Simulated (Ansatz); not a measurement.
# C₇H₉N: vertical ionisation energy

How much energy removes an electron from C₇H₉N at fixed geometry? The cation is run at each level and the neutral's energy taken from earlier runs.

Method: unrestricted cation, the program's frozen cores in correlated methods; program: Ansatz 0.2.0, Gaussian basis.

The runs, in order: UKS PBE-D4/def2-TZVPP; UKS r2SCAN-D4/def2-TZVPP; UKS PBE0-D4/def2-TZVPP; UKS B3LYP-D4/def2-TZVPP; UKS wB97X-V/def2-TZVPP; UKS wB97M-V/def2-TZVPP; UKS B2PLYP/def2-TZVPP; UHF-CCSD(T)/def2-TZVPP; UHF-MP2/def2-QZVPP; extrapolation to the limit; then −ε(HOMO) from the neutral's earlier runs with LDA (SPW92), PBE-D4, revPBE-D4, BLYP-D4, r2SCAN-D4, B97M-V, PBE0-D4, B3LYP-D4, r2SCANh-D4, r2SCAN0-D4, HSE06-D4, BHLYP-D4, CAM-B3LYP-D4, LC-ωPBE, ωB97X-V, ωB97M-V.

## 1. The relaxed structure

All runs share one geometry, relaxed beforehand with PBE0-D4 in a triple-zeta def2 set.

17 atoms, charge 0, spin multiplicity 1.

Atoms are counted from 1 here; the program's logs count them from 0.

Bond lengths: N1–C2 1.150 Å, C2–C3 1.463 Å, C3–C4 1.509 Å, C3–C8 1.534 Å, C3–H9 1.096 Å, C4–C5 1.327 Å, C4–H10 1.085 Å, C5–C6 1.494 Å, C5–H11 1.086 Å, C6–C7 1.522 Å, C6–H12 1.095 Å, C6–H13 1.098 Å, C7–C8 1.519 Å, C7–H14 1.095 Å, C7–H15 1.092 Å, C8–H16 1.092 Å, C8–H17 1.095 Å. Angles: N1–C2–C3 179.2°, C2–C3–C4 110.1°, C2–C3–C8 111.0°, C2–C3–H9 106.1°, C4–C3–C8 111.6°, C4–C3–H9 108.7°, C8–C3–H9 109.1°, C3–C4–C5 122.7°, C3–C4–H10 116.7°, C5–C4–H10 120.6°, C4–C5–C6 124.2°, C4–C5–H11 118.6°, C6–C5–H11 117.2°, C5–C6–C7 112.3°, C5–C6–H12 109.2°, C5–C6–H13 108.9°, C7–C6–H12 110.4°, C7–C6–H13 110.4° and more.

As a file:

```xyz
17
charge 0, multiplicity 1
N     0.64106   -2.41240    2.14025
C     0.85710   -1.47549    1.50913
C     1.11234   -0.28007    0.70598
C     1.13945   -0.63596   -0.76045
C     0.17925   -0.27640   -1.60250
C    -1.05367    0.46703   -1.20186
C    -1.23792    0.50745    0.30811
C     0.07822    0.81302    1.00164
H     2.10601    0.07806    0.99994
H     1.99427   -1.20554   -1.10882
H     0.28377   -0.53559   -2.65233
H    -1.92407    0.00630   -1.67995
H    -1.00270    1.48591   -1.60890
H    -1.60945   -0.46131    0.65885
H    -1.99101    1.25077    0.57963
H    -0.05564    0.91410    2.08037
H     0.48298    1.76011    0.63091
```

## 2. Cation, UKS PBE-D4/def2-TZVPP

The input, in.yaml:

```yaml
crystal:
  periodic: [false, false, false]
  atoms:
    - {symbol: N, position_ang: [0.641059, -2.412398, 2.140252]}
    - {symbol: C, position_ang: [0.857104, -1.475487, 1.509129]}
    - {symbol: C, position_ang: [1.112342, -0.280065, 0.705982]}
    - {symbol: C, position_ang: [1.139446, -0.635964, -0.760448]}
    - {symbol: C, position_ang: [0.179248, -0.276396, -1.602501]}
    - {symbol: C, position_ang: [-1.053667, 0.467029, -1.201859]}
    - {symbol: C, position_ang: [-1.237916, 0.507455, 0.308110]}
    - {symbol: C, position_ang: [0.078216, 0.813016, 1.001637]}
    - {symbol: H, position_ang: [2.106006, 0.078061, 0.999941]}
    - {symbol: H, position_ang: [1.994273, -1.205542, -1.108825]}
    - {symbol: H, position_ang: [0.283770, -0.535588, -2.652330]}
    - {symbol: H, position_ang: [-1.924071, 0.006302, -1.679953]}
    - {symbol: H, position_ang: [-1.002699, 1.485906, -1.608903]}
    - {symbol: H, position_ang: [-1.609448, -0.461311, 0.658849]}
    - {symbol: H, position_ang: [-1.991009, 1.250769, 0.579627]}
    - {symbol: H, position_ang: [-0.055637, 0.914103, 2.080370]}
    - {symbol: H, position_ang: [0.482984, 1.760111, 0.630913]}
basis:
  gaussian: {orbitals: def2-TZVPP}
total_charge: 1
magnetization: {spin_polarized: true, initial_magnetization: 1}
hamiltonian: {xc: pbe, dispersion: d4}
```

The run is started by

```sh
ansatz run in.yaml --threads 2 --pin off --events-out ev --progress --plain --max-ram 20480MiB --backend cuda --devices 0, --max-vram 18GiB
```

Further steps of the session: Cation, UKS r2SCAN-D4/def2-TZVPP; Cation, UKS PBE0-D4/def2-TZVPP; Cation, UKS B3LYP-D4/def2-TZVPP; Cation, UKS wB97X-V/def2-TZVPP; Cation, UKS wB97M-V/def2-TZVPP; Cation, UKS B2PLYP (frozen core)/def2-TZVPP; Cation, UHF-CCSD(T)/def2-TZVPP; Cation, UHF-MP2/def2-QZVPP.

Before running them: what should the planned runs give, taken together? Wanted: ionisation energy, CCSD(T)/CBS; nearest functional by difference; nearest −ε(HOMO); −ε(HOMO) of PBE; T1 of the cation.

**Answer**, as computed:

```
                        quantity               value
  ionisation energy, CCSD(T)/CBS            10.06 eV
nearest functional by difference   B2PLYP (-0.29 eV)
                nearest −ε(HOMO)  ωB97X-V (-0.06 eV)
                 −ε(HOMO) of PBE             6.52 eV
                T1 of the cation               0.018
```

What this shows: Energy differences with functionals land within 0.55 eV of the reference. −ε(HOMO) of PBE misses by 3.5 eV, since self-interaction lifts the level. Among orbital estimates ωB97X-V comes nearest. Hartree-Fock falls 1.58 eV short, as the neutral has more correlation energy than the cation.
